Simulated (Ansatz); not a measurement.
Crystal: NaLaMnMoO6.

```xyz
10
Lattice="-2.7229 2.7229 3.8989 2.7229 -2.7229 3.8989 2.7229 2.7229 -3.8989" Properties=species:S:1:pos:R:3 pbc="T T T"
Na    2.7229    0.0000    1.9494
La    0.0000    2.7229    1.9494
Mn    0.0000    0.0000    3.8989
Mo    0.0000    0.0000    0.0000
O     1.6123    1.1308    0.0001
O     1.5921   -1.1106    3.8988
O     1.1106    1.5921    3.8990
O     1.1308    3.8336   -0.0001
O     0.0000    0.0000    1.9646
O     0.0000    0.0000    5.8332
```

The cell was built by a generator and needn't be a form met in nature.

```yaml
Program: Ansatz 0.2.0
Task: relaxation of cell and atoms
Functional: r2SCAN
Dispersion: rVV10
Potentials_or_basis: Ansatz PAW
Cutoff: "500 eV (not typed: the program's choice for these potentials)"
k_mesh: 5 × 5 × 5
Occupations: fermi-dirac, width 0.05 eV
Spin: collinear spin, ferromagnetic start
Starting_moments: "[0.0, 0.0, 4.0, 1.0, 0.0, 0.0, 0.0, 0.0, 0.0, 0.0] μB"
```

At the start: volume 11.56 Å³/atom.

Question: How do energy, volume and symmetry change on relaxing?

Answer: It ends after 9 steps and the volume is 11.67 Å³/atom (+1.0 %); space group I-4 (No. 82, to 0.05 Å); moment 3.62 μB per cell.

Step by step:
```csv
step,energy change (eV),largest force (eV/Å),volume (Å³)
1,0.0000,0.5748,115.63
2,-0.0328,0.3005,114.03
3,-0.0548,0.2005,114.53
4,-0.1303,0.5153,116.09
5,-0.1417,0.3656,116.11
6,-0.1507,0.0417,117.01
7,-0.1514,0.0098,116.68
8,-0.1514,0.0041,116.73
9,-0.1519,0.0042,116.73
```

Final structure:
```
CELL_PARAMETERS angstrom
-2.67078 2.67078 4.09129
2.67078 -2.67078 4.09129
2.67078 2.67078 -4.09129
ATOMIC_POSITIONS crystal
Na 0.25000 0.75000 0.50000
La 0.75000 0.25000 0.50000
Mn 0.50000 0.50000 0.00000
Mo 0.00000 0.00000 0.00000
O 0.19184 0.30569 0.50041
O 0.30857 0.80816 0.11385
O 0.80529 0.69143 0.49959
O 0.69431 0.19471 0.88615
O 0.23692 0.23692 0.00000
O 0.76308 0.76308 0.00000
```

Caveat: the magnetic or orbital state may not be the lowest; the plane-wave basis is chosen anew once the cell has moved, so the energies of steps on either side of that aren't comparable; a cell with one magnetic atom can't hold antiferromagnetic order, which such compounds often take; the PAW data sets come from PBE, with cores solved anew for the run's functional, which leaves a small shift of forces and pressure; the starting moments weren't kept.
